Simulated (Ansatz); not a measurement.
**BBrH4Si: interaction energy of a dimer with the counterpoise correction from a Python script**

Aim: the interaction energy of a dimer with the counterpoise correction, for BBrH4Si, run from a script.

All numbers are computed with the Python package of Ansatz 0.2.0. Level of theory: r2SCAN/def2-SVP.

## Step 1: The structure

Bond lengths: B1–Si2 1.889 Å, Si2–Br3 2.243 Å, B1–H4 1.125 Å, B1–H5 1.240 Å, Si2–H6 1.480 Å, Si2–H7 1.494 Å. Angles: B1–Si2–Br3 107.6°, B1–Si2–H6 110.6°, B1–Si2–H7 110.1°, Br3–Si2–H6 110.3°, Br3–Si2–H7 109.6°, H6–Si2–H7 108.6°, Si2–B1–H4 122.2°, Si2–B1–H5 120.2°, H4–B1–H5 117.6°.

No structure file is read: the coordinates are typed or built in the script.

## Step 2: Script

Input file dimer_bbrh4si.py:

```python
"""Binding of a BBrH4Si dimer at a trial geometry."""

import ansatz as az

FIRST = [
    ("B", (-0.9333, 0.1, -0.669)),
    ("Si", (0.6109, 0.0815, 0.4183)),
    ("Br", (0.9708, -2.0401, 1.0495)),
    ("H", (-1.5043, -0.8373, -0.9147)),
    ("H", (-1.3544, 1.1679, -1.1377)),
    ("H", (0.4222, 0.9456, 1.6055)),
    ("H", (1.7884, 0.5823, -0.352)),
]
SECOND = [
    ("B", (3.1897, -6.7261, 3.1897)),
    ("Si", (1.4928, -5.9135, 3.3548)),
    ("Br", (1.8217, -3.7376, 3.7861)),
    ("H", (4.1459, -6.143, 3.2934)),
    ("H", (3.2807, -7.9417, 2.9625)),
    ("H", (0.7184, -6.5426, 4.4485)),
    ("H", (0.7253, -6.0623, 2.0822)),
]

def energy(atoms, ghosts=()):
    molecule = az.Crystal.molecule()
    for symbol, xyz in atoms:
        molecule = molecule.atom(symbol, xyz)
    calc = (
        molecule.calculation()
        .basis(gaussian="def2-SVP")
        .functional("r2scan")
    )
    deck = calc.input()
    if ghosts:
        deck = deck.set(az.key.basis.gaussian.ghost_atoms, [{"symbol": s, "position_ang": list(xyz)} for s, xyz in ghosts])
    return az.Session.from_dict(deck).plan().execute().report["free_energy_ev"]

# ghost atoms carry the functions of the partner
both = energy(FIRST + SECOND)
alone = energy(FIRST) + energy(SECOND)
ghosted = energy(FIRST, SECOND) + energy(SECOND, FIRST)
print(f"dimer {both:.6f} eV")
print(f"interaction, uncorrected   {23.060548 * (both - alone):8.3f} kcal/mol")
print(f"interaction, counterpoise  {23.060548 * (both - ghosted):8.3f} kcal/mol")
print(f"basis-set superposition    {23.060548 * (alone - ghosted):8.3f} kcal/mol")
```

## Step 3: The input behind the calls

The package turns the script's settings into the engine's input (first run):

```yaml
crystal:
  periodic: [false, false, false]
  atoms:
    - { symbol: B, position_ang: [-0.9333, 0.1, -0.669] }
    - { symbol: Si, position_ang: [0.6109, 0.0815, 0.4183] }
    - { symbol: Br, position_ang: [0.9708, -2.0401, 1.0495] }
    - { symbol: H, position_ang: [-1.5043, -0.8373, -0.9147] }
    - { symbol: H, position_ang: [-1.3544, 1.1679, -1.1377] }
    - { symbol: H, position_ang: [0.4222, 0.9456, 1.6055] }
    - { symbol: H, position_ang: [1.7884, 0.5823, -0.352] }
    - { symbol: B, position_ang: [3.1897, -6.7261, 3.1897] }
    - { symbol: Si, position_ang: [1.4928, -5.9135, 3.3548] }
    - { symbol: Br, position_ang: [1.8217, -3.7376, 3.7861] }
    - { symbol: H, position_ang: [4.1459, -6.143, 3.2934] }
    - { symbol: H, position_ang: [3.2807, -7.9417, 2.9625] }
    - { symbol: H, position_ang: [0.7184, -6.5426, 4.4485] }
    - { symbol: H, position_ang: [0.7253, -6.0623, 2.0822] }
basis:
  gaussian:
    orbitals: def2-SVP
hamiltonian:
  xc: r2scan
```

## Step 4: Launch

The run is started by

```sh
> python dimer_bbrh4si.py
```

**Question.** How large is the interaction at this pose, and how much of it is basis-set superposition?

As calculated:

| quantity | value |
| --- | --- |
| interaction energy, uncorrected | 2.023 kcal/mol |
| interaction energy, counterpoise | 2.553 kcal/mol |
| runs compared | 5 |

In words: The pair is unbound at this geometry and level. Uncorrected it is 2.023 kcal/mol, with the counterpoise correction 2.553 kcal/mol; the difference, 0.53 kcal/mol, is the superposition error. The pose is repulsive. Notes:
- The dimer is a generated trial pose of unrelaxed monomers, not a minimum, so the figure is no binding energy, and the basis set is small.
- This level lacks the dispersion part of the attraction (electrostatics and induction are there), which can decide the sign where the interaction is weak.
